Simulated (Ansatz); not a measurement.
# CH7NSi2: vertical spin-state energies in Python

A script is to give vertical spin-state energies; the system is CH7NSi2. SMILES: CN1[SiH2][SiH2]1.

Program: Ansatz 0.2.0, driven from Python. Level of theory: PBE0/pcseg-2. These are calculated values, not measurements.

### 1 The system

Bond lengths: C1–N2 1.400 Å, N2–Si3 1.640 Å, N2–Si4 1.704 Å, Si3–Si4 2.305 Å, C1–H5 1.146 Å, C1–H6 1.147 Å, C1–H7 1.104 Å, Si3–H8 1.424 Å, Si3–H9 1.546 Å, Si4–H10 1.515 Å, Si4–H11 1.409 Å. Angles (14 of 21 angles, heavy atoms first): C1–N2–Si3 127.1°, C1–N2–Si4 125.2°, Si3–N2–Si4 87.1°, N2–Si3–Si4 47.6°, N2–Si4–Si3 45.3°, N2–C1–H5 111.6°, N2–C1–H6 112.3°, N2–C1–H7 117.3°, N2–Si3–H8 109.8°, N2–Si3–H9 108.6°, Si4–Si3–H8 124.8°, Si4–Si3–H9 118.2°, N2–Si4–H10 102.8°, N2–Si4–H11 108.2°.

ch7nsi2.xyz, read by the script:

```xyz
11

C    -0.45010    1.20330   -0.26820
N    -0.32000   -0.17500   -0.06230
Si    0.12440   -0.92970    1.32460
Si    0.78870   -1.18780   -0.86740
H    -0.83800    1.43820   -1.32120
H    -1.26880    1.66660    0.38810
H     0.44850    1.82580   -0.11290
H    -1.00570   -1.56650    1.91180
H     0.89610    0.07710    2.20860
H    -0.10690   -2.03070   -1.75260
H     1.79720   -0.37840   -1.42790
```

### 2 The code

Input file ch7nsi2_spin.py:

```python
"""Gap between spin states of CH7NSi2 at one geometry."""

import ansatz as az

BASIS_SET = "pcseg-2"
FUNCTIONAL = "pbe0"


def main() -> None:
    geometry = az.Crystal.molecule_from_extxyz("ch7nsi2.xyz")

    job = (
        geometry.calculation()
        .basis(gaussian=BASIS_SET)
        .functional(FUNCTIONAL)
    )
    found = {}
    for unpaired in [0, 2]:
        report = job.spin("collinear", total=unpaired).run(threads=1, pin="off").report
        s = unpaired / 2
        found[unpaired] = report["free_energy_ev"]
        print(f"2S+1 = {unpaired + 1}: E = {found[unpaired]:.5f} eV, <S^2> = {abs(report['mean_field']['state']['spin_squared']):.3f} (pure state {s * (s + 1):.2f})")
    lowest = min(found, key=found.get)
    for unpaired, e in found.items():
        print(f"multiplicity {unpaired + 1}: {(e - found[lowest]):.3f} eV above the lowest")


if __name__ == "__main__":
    main()
```

### 3 The calls as engine input

The package turns the script's settings into the engine's input (first run):

```yaml
crystal:
  periodic: [false, false, false]
  atoms:
    - { symbol: C, position_ang: [-0.4501, 1.2033, -0.2682] }
    - { symbol: "N", position_ang: [-0.32, -0.175, -0.0623] }
    - { symbol: Si, position_ang: [0.1244, -0.9297, 1.3246] }
    - { symbol: Si, position_ang: [0.7887, -1.1878, -0.8674] }
    - { symbol: H, position_ang: [-0.838, 1.4382, -1.3212] }
    - { symbol: H, position_ang: [-1.2688, 1.6666, 0.3881] }
    - { symbol: H, position_ang: [0.4485, 1.8258, -0.1129] }
    - { symbol: H, position_ang: [-1.0057, -1.5665, 1.9118] }
    - { symbol: H, position_ang: [0.8961, 0.0771, 2.2086] }
    - { symbol: H, position_ang: [-0.1069, -2.0307, -1.7526] }
    - { symbol: H, position_ang: [1.7972, -0.3784, -1.4279] }
basis:
  gaussian:
    orbitals: pcseg-2
hamiltonian:
  xc: pbe0
magnetization:
  spin_polarized: true
  initial_magnetization: 0.0
```

### 4 The run

Started as:

```console
$ python ch7nsi2_spin.py
```

**Question.** Which spin state is lowest at this geometry, and how far above lie the others?

**Answer**, as computed:

```
        quantity             value
   runs compared                 2
          lowest  run 1 (2S+1 = 1)
next above it by          2.764 eV
```

In words: In order: multiplicity 1 (+0.00 eV) and multiplicity 3 (+2.76 eV), all at the one geometry. The geometry is a force-field or estimated start, not a minimum of this method, and the basis set is short of its limit. All parts are taken at fixed geometry, without zero-point energy.
